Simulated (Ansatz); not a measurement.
This script drives Ansatz's Python interface.

Script `k_compress.py`:
```python
import warnings

import ansatz as az
import numpy as np
import pandas as pd

def edges_and_angles(cell):
    cell = np.asarray(cell)
    a, b, c = np.linalg.norm(cell, axis=1)
    cosines = cell[1] @ cell[2] / (b * c), cell[0] @ cell[2] / (a * c), cell[0] @ cell[1] / (a * b)
    return (a, b, c, *np.degrees(np.arccos(cosines)))

warnings.simplefilter("ignore", az.DeckWarning)

cell = (
    az.Lattice.cubic(4.310439)
    .space_group(221)
    .atom("K", (0.0, 0.0, 0.0))
)

model = (
    cell.calculation()
    .functional("mr2scan")
    .basis(14 * az.Ha)
    .kpoints(length=12)
    .occupations(az.OccupationsMethod.COLD, width=100 * az.meV)
    .mixing("anderson", beta=0.1)
    .scf(self_checks="high")
)

rows = []
for pressure in [0, 10, 20, 30, 40]:
    outcome = model.relax(cell=True, pressure=pressure, force_tolerance=0.05, max_displacement=0.05).run()
    cell = outcome.lattice.cell_ang
    n_atoms = len(outcome.lattice.sites)
    volume = abs(np.linalg.det(cell)) / n_atoms
    enthalpy = outcome.report["free_energy_ev"] / n_atoms + pressure * volume / 160.21766
    rows.append((pressure, volume, enthalpy, *edges_and_angles(cell)))
    print(f"{pressure} GPa done: {volume:.4f} A^3/atom")

table = pd.DataFrame(rows, columns=["P_GPa", "V_A3_atom", "H_eV_atom", "a", "b", "c", "alpha", "beta", "gamma"])
print(table.round(4).to_string(index=False))
p, v = np.array([row[0] for row in rows], float), np.array([row[1] for row in rows])
print("mean bulk modulus between rows (GPa):", np.round(-np.diff(p) / np.diff(np.log(v)), 1))
```

It is started by `python k_compress.py`. How long does it take on 1 thread of Arm Neoverse V1, with other jobs on the host, and how much memory does it need?

It took about 51 s, with a peak of 0.47 GiB, for 5 runs of the engine.

```console
$ python k_compress.py
0 GPa done: 80.0875 A^3/atom
10 GPa done: 33.9853 A^3/atom
20 GPa done: 26.5805 A^3/atom
30 GPa done: 23.1902 A^3/atom
40 GPa done: 17.6904 A^3/atom
 P_GPa  V_A3_atom  H_eV_atom      a      b      c  alpha  beta  gamma
     0    80.0875 -1542.2918 4.3104 4.3104 4.3104   90.0  90.0   90.0
    10    33.9853 -1539.4140 3.2391 3.2391 3.2391   90.0  90.0   90.0
    20    26.5805 -1537.5586 2.9844 2.9844 2.9844   90.0  90.0   90.0
    30    23.1902 -1536.0191 2.8517 2.8517 2.8517   90.0  90.0   90.0
    40    17.6904 -1534.9234 2.6056 2.6056 2.6056   90.0  90.0   90.0
mean bulk modulus between rows (GPa): [11.7 40.7 73.3 36.9]
```

The volume falls from 80.09 Å³ an atom at 0 GPa to 17.69 at 40 GPa, by 77.9 %. Between 0 and 10 GPa, -V dP/dV is about 12 GPa, a mean over that step.

Notes:
- These settings explore the input space; cutoff and mesh may be short of convergence.
- The cutoff lies under the one recommended for these potentials.
- Under the recommended cutoff a pressure can be off by several GPa, even in sign.
- At a fixed pressure a relaxation lowers the enthalpy F + PV, while F alone can rise.
- For a metal this mesh is far too coarse, so the numbers only illustrate the procedure.
- This isn't the structure that K takes at ambient conditions.
- Symmetry holds the cell in this phase, whether or not it is the stable one at each pressure.
- The script silences the warnings on its input, which a real study should read.
